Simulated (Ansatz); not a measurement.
# B₂GeH (doublet): from Hartree-Fock to the top rungs, cc-pVDZ

The task here is to estimate one member of a computed series from the others.

The runs use Ansatz 0.2.0, Gaussian basis; cc-pVDZ, core rule «outside noble gas», up to 16 orbitals frozen.

To be run: UHF; CCSD(T) on ROHF; BCCD(T) on ROHF; CISD; CCSDT(Q) on ROHF; CCSDT(Q) on UHF; CASSCF and MRCISD+Q, 9 electrons in 9 orbitals; CASSCF and NEVPT2, 9 electrons in 9 orbitals.

31 further runs of the same task are left out: 16 that didn't finish, 15 set aside as unsound or not needed.

## The system

The geometry is a PBE0/def2-TZVP stationary point (not a proven minimum). No spin-orbit coupling is included. The filled d shell of Ge may be among the frozen orbitals whatever the setting's name suggests; the logs give the count.

4 atoms, charge 0, spin multiplicity 2.

Atoms are counted from 1 here; the program's logs count them from 0.

Bond lengths: B1–B2 1.556 Å, B1–Ge3 1.872 Å, B2–Ge3 2.134 Å, B2–H4 1.183 Å. Angles: B2–B1–Ge3 76.4°, B1–B2–Ge3 58.5°, B1–B2–H4 161.7°, Ge3–B2–H4 139.8°, B1–Ge3–B2 45.1°.

Geometry (Å):

```xyz
4
charge 0, multiplicity 2
B     0.00000   -1.02926    1.07137
B     0.00000    0.40891    1.66609
Ge    0.00000    0.07422   -0.44126
H     0.00000    1.30457    2.43930
```

Set-up of the first run:

Input file in.yaml:

```yaml
crystal:
  periodic: [false, false, false]
  atoms:
    - {symbol: B, position_ang: [0.000000, -1.029260, 1.071367]}
    - {symbol: B, position_ang: [0.000000, 0.408908, 1.666092]}
    - {symbol: Ge, position_ang: [0.000000, 0.074225, -0.441263]}
    - {symbol: H, position_ang: [0.000000, 1.304568, 2.439302]}
basis:
  gaussian: {orbitals: cc-pVDZ}
magnetization: {spin_polarized: true, initial_magnetization: 1}
hamiltonian: {xc: hf}
output: {orbitals: {seedname: orbitals}}
```

Run with:

```
> ansatz run in.yaml --threads 1 --pin off --events-out ev --progress --plain --max-ram 2393MiB
```

Steps of the session up to this table: UHF; CCSD(T) on ROHF; BCCD(T) on ROHF; CISD; CCSDT(Q) on ROHF; CCSDT(Q) on UHF; CASSCF and MRCISD+Q, 9 electrons in 9 orbitals; CASSCF and NEVPT2, 9 electrons in 9 orbitals.

One table of the session follows, with a row left open; its other results are not shown here.

It belongs to the step «Misses and costs». 

| method | from RCCSDT(Q) (meV) |
| --- | --- |
| ROHF | +7943.7 |
| RMP2 | +1163.3 |
| CISD | +1388.2 |
| RCCSD | +599.1 |
| RCCSD(T) | +75.7 |
| BCCD(T) | +73.7 |
| RCCSDT | ? |
| RCCSDT(Q) | 0 |
| CASSCF frontier | +5138.2 |
| NEVPT2 frontier | +1159.7 |
| MRCISD frontier | +514.8 |
| MRCISD+Q frontier | +45.8 |

Estimate the missing values for RCCSDT.

As computed: from RCCSDT(Q) (meV): +53.4. In the column «from RCCSDT(Q) (meV)» it lies between MRCISD+Q frontier (+45.8) and BCCD(T) (+73.7).

Not comparable, so not listed: CCSDT(Q) on UHF (they don't share determinant, frozen orbitals or solution with the rows shown, or repeat one).
